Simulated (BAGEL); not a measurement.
**singlet CH5Ge+: a chain of runs**

Wanted: a single-point energy (singlet CH5Ge+, HF/cc-pVDZ), then the energy (doublet CH5Ge, NEVPT2(3,3)/cc-pVDZ), then a single-point energy (doublet CH5Ge, CASPT2(3,3)/cc-pVDZ) of CH5Ge. 

The results are computed with BAGEL 1.2.2.

## 1. The system as given

CH5Ge+: 7 atoms, total charge +1, spin state singlet. SMILES of the parent species: `[CH3][GeH2]`. The coordinates come from a PBE0-D4/def2-TZVP relaxation. That shape belongs to the parent species and isn't relaxed for this state.

Bond lengths: C1–Ge2 1.960 Å, C1–H3 1.090 Å, C1–H4 1.090 Å, C1–H5 1.093 Å, Ge2–H6 1.546 Å, Ge2–H7 1.546 Å. Angles: C1–Ge2–H6 111.3°, C1–Ge2–H7 111.3°, Ge2–C1–H3 110.3°, Ge2–C1–H4 110.3°, Ge2–C1–H5 109.7°, H6–Ge2–H7 109.5°, H3–C1–H4 109.0°, H3–C1–H5 108.8°, H4–C1–H5 108.8°.

## 2. The energy at HF/cc-pVDZ (density fitting with svp-jkfit) (run 1)

Input file input.json:

```json
{ "bagel": [

{
  "title": "molecule",
  "basis": "cc-pvdz.json",
  "df_basis": "svp-jkfit",
  "angstrom": false,
  "geometry": [
    { "atom": "C", "xyz": [ -0.46792831, -1.52936858, -0.39002246 ] },
    { "atom": "Ge", "xyz": [  0.74829942,  1.55863288,  1.25290543 ] },
    { "atom": "H", "xyz": [ -2.17923217, -2.20417655,  0.53630427 ] },
    { "atom": "H", "xyz": [  0.96958635, -3.00108729, -0.29666999 ] },
    { "atom": "H", "xyz": [ -0.89425053, -1.14027397, -2.37272311 ] },
    { "atom": "H", "xyz": [ -1.27200678,  3.66756723,  1.17391488 ] },
    { "atom": "H", "xyz": [  3.21099051,  2.52031450,  0.01003256 ] }
  ]
},
{
  "title": "hf",
  "charge": 1
},
{
  "title": "print",
  "file": "orbitals.molden",
  "orbitals": true
}

]}
```

The basis set cc-pVDZ is read from a file made from the Basis Set Exchange's data (not shown).

Run with:

```bash
$ BAGEL_NUM_THREADS=1 BAGEL input.json > input.out
```

The log of the run:

```text
* using 1 threads per process

  ===============================================================
  ===============================================================

  *** Geometry ***

  { "atom" : "C", "xyz" : [     -0.467928,     -1.529369,     -0.390022 ] },
  { "atom" : "Ge", "xyz" : [      0.748299,      1.558633,      1.252905 ] },
  { "atom" : "H", "xyz" : [     -2.179232,     -2.204177,      0.536304 ] },
  { "atom" : "H", "xyz" : [      0.969586,     -3.001087,     -0.296670 ] },
  { "atom" : "H", "xyz" : [     -0.894251,     -1.140274,     -2.372723 ] },
  { "atom" : "H", "xyz" : [     -1.272007,      3.667567,      1.173915 ] },
  { "atom" : "H", "xyz" : [      3.210991,      2.520315,      0.010033 ] },

  Number of auxiliary basis functions:      431

  Since a DF basis is specified, we compute 2- and 3-index integrals:
    o Being stored without compression. Storage requirement is 0.015 GB

  Number of basis functions:       66
  Number of electrons      :       43

    * METHOD: MOLECULE                             0.18

  *** RHF ***

  === Nuclear Repulsion ===
   106.6531434339

      * DIIS with orbital gradients will be used.

  === RHF iteration (cc-pvdz.json) ===
      0      -2115.67536383          0.01566101           0.04
      1      -2115.77495356          0.00727841           0.04
      2      -2115.79179393          0.00146843           0.04
[... 9 lines of this table left out ...]
     12      -2115.79327835          0.00000000           0.04
    * SCF iteration converged.

    * Permanent dipole moment:
           (   -0.087324,     0.054768,    -0.391327) a.u.

    * METHOD: HF                                   0.62

    * METHOD: PRINT                                0.01

  ===============================================================
```

Run time: 0.93 s. Hardware: 1 thread of Arm Neoverse V1, shared host; peak memory 0.14 GiB.

## 3. Doublet neutral CH5Ge: the energy at NEVPT2(3,3)/cc-pVDZ (density fitting with svp-jkfit) (run 2)

Input file nevpt2.json:

```json
{ "bagel": [

{
  "title": "molecule",
  "basis": "cc-pvdz.json",
  "df_basis": "svp-jkfit",
  "angstrom": "false",
  "geometry": [
    { "atom": "C", "xyz": [ -0.46792831, -1.52936858, -0.39002246 ] },
    { "atom": "Ge", "xyz": [  0.74829942,  1.55863288,  1.25290543 ] },
    { "atom": "H", "xyz": [ -2.17923217, -2.20417655,  0.53630427 ] },
    { "atom": "H", "xyz": [  0.96958635, -3.00108729, -0.29666999 ] },
    { "atom": "H", "xyz": [ -0.89425053, -1.14027397, -2.37272311 ] },
    { "atom": "H", "xyz": [ -1.27200678,  3.66756723,  1.17391488 ] },
    { "atom": "H", "xyz": [  3.21099051,  2.52031450,  0.01003256 ] }
  ]
},
{
  "title": "hf",
  "charge": 1
},
{
  "title": "casscf",
  "nstate": 1,
  "nact": 3,
  "nclosed": 20,
  "nspin": 1,
  "active": [18, 22, 28],
  "maxiter": 200,
  "natocc": "true"
},
{
  "title": "nevpt2",
  "nstate": 1,
  "nact": 3,
  "nclosed": 20,
  "nspin": 1,
  "active": [18, 22, 28],
  "maxiter": 200,
  "natocc": "true",
  "ncore": 10
},
{
  "title": "print",
  "file": "orbitals.molden",
  "orbitals": "true"
}

]}
```

The basis set cc-pVDZ is read from a file made from the Basis Set Exchange's data (not shown).

Run with:

```bash
$ BAGEL_NUM_THREADS=1 BAGEL nevpt2.json > nevpt2.out
```

The log of the run:

```text
* using 1 threads per process

  ===============================================================
  ===============================================================

  *** Geometry ***

[... 31 lines left out ...]
    * SCF iteration converged.
[... 1 line left out ...]
    * Permanent dipole moment:
[... 28 lines left out ...]
    * Second-order optimization converged. *
[... 13 lines left out ...]
     * ci vector, state   0, <S^2> = 0.7500
[... 3 lines left out ...]
    * METHOD: CASSCF                               2.35

    * freezing 10 orbitals

  === DF-NEVPT2 calculation ===

    * 3-index integral transformation done
    * assembly done

      NEVPT2 correlation energy:   -0.2380567721      0.09

          (+0)     -0.1596665869
          (+0)'    -0.0179338627
          (+1)     -0.0088660250
          (+1)'    -0.0002192530
          (+2)     -0.0001938305
          (-1)     -0.0410306665
          (-1)'    -0.0003530034
          (-2)     -0.0097935440

      NEVPT2 total energy:       -2116.3294785417

    * METHOD: NEVPT2                               0.17

    * METHOD: PRINT                                0.01

  ===============================================================
```

Run time: 3.6 s. Hardware: 1 thread of Arm Neoverse V1, shared host; peak memory 0.14 GiB.

## 4. Doublet neutral CH5Ge: the energy at CASPT2(3,3)/cc-pVDZ (density fitting with svp-jkfit) (run 3)

Input file input.json:

```json
{ "bagel": [

{
  "title": "molecule",
  "basis": "cc-pvdz.json",
  "df_basis": "svp-jkfit",
  "geometry": [
    { "atom": "C", "xyz": [    -0.46792831,    -1.52936858,    -0.39002246 ] },
    { "atom": "Ge", "xyz": [     0.74829942,     1.55863288,     1.25290543 ] },
    { "atom": "H", "xyz": [    -2.17923217,    -2.20417655,     0.53630427 ] },
    { "atom": "H", "xyz": [     0.96958635,    -3.00108729,    -0.29666999 ] },
    { "atom": "H", "xyz": [    -0.89425053,    -1.14027397,    -2.37272311 ] },
    { "atom": "H", "xyz": [    -1.27200678,     3.66756723,     1.17391488 ] },
    { "atom": "H", "xyz": [     3.21099051,     2.52031450,     0.01003256 ] }
  ]
},

{
  "title": "hf",
  "charge": 1
},

{
  "title": "casscf",
  "nstate": 1,
  "nact": 3,
  "nclosed": 20,
  "nspin": 1,
  "active": [18, 22, 28],
  "maxiter": 200,
  "natocc": true
},

{
  "title": "print",
  "file": "orbitals.molden",
  "orbitals": true
},

{
  "title": "smith",
  "method": "caspt2",
  "ms": true,
  "xms": true,
  "sssr": true,
  "shift": 0.2,
  "shift_imag": true,
  "ncore": 10
}

]}
```

The basis set cc-pVDZ is read from a file made from the Basis Set Exchange's data (not shown).

Run with:

```bash
$ BAGEL_NUM_THREADS=1 BAGEL input.json > input.out
```

The log of the run:

```text
* using 1 threads per process

  ===============================================================
  ===============================================================

  *** Geometry ***

[... 33 lines left out ...]
    * Permanent dipole moment:
[... 42 lines left out ...]
     * ci vector, state   0, <S^2> = 0.7500
[... 21 lines left out ...]
       #      aibj      arbs      arbi      airj      risj      airs      arst      rist         Etot      error   time
[... 9 lines left out ...]
      ------------------------------------------------------------------------------------------------------------------

    * CASPT2 energy : state  0    -2116.3360369811
        w/o shift correction      -2116.3343010206
        reference weight              0.9129885299

    * METHOD: SMITH                                0.35

  ===============================================================
```

Run time: 3.9 s. Hardware: 1 thread of Arm Neoverse V1, shared host; peak memory 0.14 GiB.

## 5. Summary of results

| quantity | value |
| --- | --- |
| run 1, HF/cc-pVDZ: total energy | -2115.79328 Eh |
| run 1, HF/cc-pVDZ: HOMO energy | -18.28 eV |
| run 1, HF/cc-pVDZ: LUMO energy | -6.95 eV |
| run 1, HF/cc-pVDZ: HOMO–LUMO gap | 11.33 eV |
| doublet neutral CH5Ge, run 2: total energy | -2116.32948 Eh |
| doublet neutral CH5Ge, run 3: total energy | -2116.33604 Eh |
